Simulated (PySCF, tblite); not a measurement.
# C₆H₁₁BClF: geometry, infrared bands and NMR shifts

Aim: predict the infrared bands and NMR shifts of C₆H₁₁BClF (`CC[C@@H]1CB(Cl)C[C@H]1F`).

The runs use tblite 0.8.0 and PySCF 2.14.0, with density-fitted response routines of our own; the level of theory stands in each step. All values are computed, except where a source is named. Atoms count from 0, in the outputs and in this text.

**1. The starting structure**

20 atoms, charge 0, multiplicity 1; geometry from: force field or distance geometry start.

Bonds of the start (Å): C0–C1 1.54, C1–C2 1.52, C2–C3 1.53, C3–B4 1.57, B4–Cl5 1.84, B4–C6 1.59, C6–C7 1.53, C7–F8 1.39, C7–C2 1.54, C0–H9 1.11, C0–H10 1.10, C0–H11 1.12, C1–H12 1.13, C1–H13 1.11, C2–H14 1.12, C3–H15 1.13, C3–H16 1.11, C6–H17 1.10, C6–H18 1.11, C7–H19 1.12.

**2. Geometry optimisation with GFN2-xTB**

What the job is given:

```
{"job": {"kind": "relax", "xc": "GFN2-xTB", "basis": "xTB"}, "charge": 0, "multiplicity": 1}
C      2.583500     0.066300     0.548300
C      1.439200    -0.733500    -0.096600
C      0.178500     0.102100    -0.280700
C     -0.478200     0.538900     1.031000
B     -2.016800     0.618300     0.706000
Cl    -2.993400     2.106300     1.191400
C     -2.253000    -0.029800    -0.721800
C     -0.902100    -0.659700    -1.061500
F     -0.668000    -0.595000    -2.427500
H      2.807000     0.958200    -0.067400
H      3.481900    -0.564600     0.621400
H      2.289100     0.395200     1.573000
H      1.220300    -1.623500     0.557600
H      1.797500    -1.106400    -1.079100
H      0.423900     1.031300    -0.861500
H     -0.338400    -0.232800     1.844700
H     -0.082200     1.515700     1.383900
H     -2.523700     0.752800    -1.450400
H     -3.056000    -0.796700    -0.664000
H     -0.914200    -1.732400    -0.749700
```

Command:

```
$ OMP_NUM_THREADS=1 python probes_run.py task.json out
```

This one command runs all jobs of the session in turn.

**Question.** This job is followed by: GFN2-xTB harmonic vibrations, gas phase; GIAO PBE0/pcSseg-1 NMR shielding, non-relativistic, gas phase. Predict these results of the whole session: strongest single infrared mode (GFN2-xTB); zero-point energy (GFN2-xTB); ¹³C shifts against TMS (PBE0/pcSseg-1); ¹H shifts against TMS (PBE0/pcSseg-1, means over atoms taken as alike); ¹¹B shifts against BF3·OEt2 (PBE0/pcSseg-1); ³⁵Cl shifts against HCl (PBE0/pcSseg-1); ¹⁹F shifts against CFCl3 (PBE0/pcSseg-1); surface potential, 1st and 99th percentile.

The runs gave:

| quantity | value |
| --- | --- |
| strongest single infrared mode (GFN2-xTB) | 973 cm⁻¹, 146 km/mol |
| zero-point energy (GFN2-xTB) | 101.8 kcal/mol |
| ¹³C shifts against TMS (PBE0/pcSseg-1) | 104.0, 52.2, 41.1, 34.1, 32.9, 15.3 ppm |
| ¹H shifts against TMS (PBE0/pcSseg-1, means over atoms taken as alike) | 4.78, 2.20, 2.18, 1.85, 1.79, 1.70, 1.06, 0.95, 0.51 ppm |
| ¹¹B shifts against BF3·OEt2 (PBE0/pcSseg-1) | 81.3 ppm |
| ³⁵Cl shifts against HCl (PBE0/pcSseg-1) | 254 ppm |
| ¹⁹F shifts against CFCl3 (PBE0/pcSseg-1) | -203.4 ppm |
| surface potential, 1st and 99th percentile | -1.10 V and 1.17 V |

Relaxing lowered the energy by 0.599 eV in 54 steps; the close pair that moved most is B4–Cl5, from 1.845 to 1.693 Å. No mode is imaginary among the 54: a minimum at this level. The strongest single mode, at 973 cm⁻¹, moves mainly B4. Unscaled tight-binding wavenumbers are off by several per cent, some by more. Its intensities can rank the bands wrongly. The most deshielded carbon is C7 (sp3 CH bonded to F), at 104.0 ppm: pulled downfield by the heteroatom. H19 (hydrogen on an sp3 CH bonded to F) lies farthest downfield among hydrogen, at 4.78 ppm; its carbon carries F, hence the downfield position. At PBE0/pcSseg-1: The widest tensor belongs to Cl5: span 654 ppm, with a paramagnetic part of -451 ppm. By nearest atom (PBE0/pcSseg-1), the HOMO sits on Cl5 34 %; C3, C6 about 13 % each and the LUMO on B4 57 %; Cl5 13 %.
